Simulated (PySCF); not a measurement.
# C8H5F (1-ethynyl-4-fluorobenzene): the cost of one run

Computed with PySCF 2.14.0 and routines of our own; the level stands in each step. Atoms count from 0.

## 1. The starting structure

14 atoms, charge 0, multiplicity 1; geometry from: GFN2-xTB.

## 2. Relaxing the molecule at PBE0-D3(BJ)/def2-SVP

The job: settings as JSON, then the geometry in Å.

```
{"job": {"xc": "PBE0", "basis": "def2-SVP", "d3": "d3bj", "grid": 2, "kind": "geom"}, "charge": 0, "multiplicity": 1}
C      3.270018    -0.726591    -0.130570
C      2.099127    -0.465800    -0.086920
C      0.717800    -0.158954    -0.032395
C      0.262164     1.095652    -0.439440
C     -1.084503     1.397402    -0.386459
C     -1.965709     0.435836     0.076692
F     -3.282791     0.726717     0.128054
C     -1.539399    -0.814979     0.488177
C     -0.191567    -1.110246     0.431644
H      4.293474    -0.954315    -0.168457
H      0.969428     1.829168    -0.796660
H     -1.456881     2.361193    -0.696648
H     -2.257638    -1.536178     0.845109
H      0.165800    -2.079377     0.745708
```

On the command line:

```
$ OMP_NUM_THREADS=1 python excited_run.py task.json out
```

One launch serves the whole session: the jobs run in the order shown.

**Question.** How long does this first job take on 1 thread of Intel Xeon Platinum 8259CL at 2.50GHz, shared host, and how much memory does it need?

About 97 s, with a peak of 0.74 GiB.
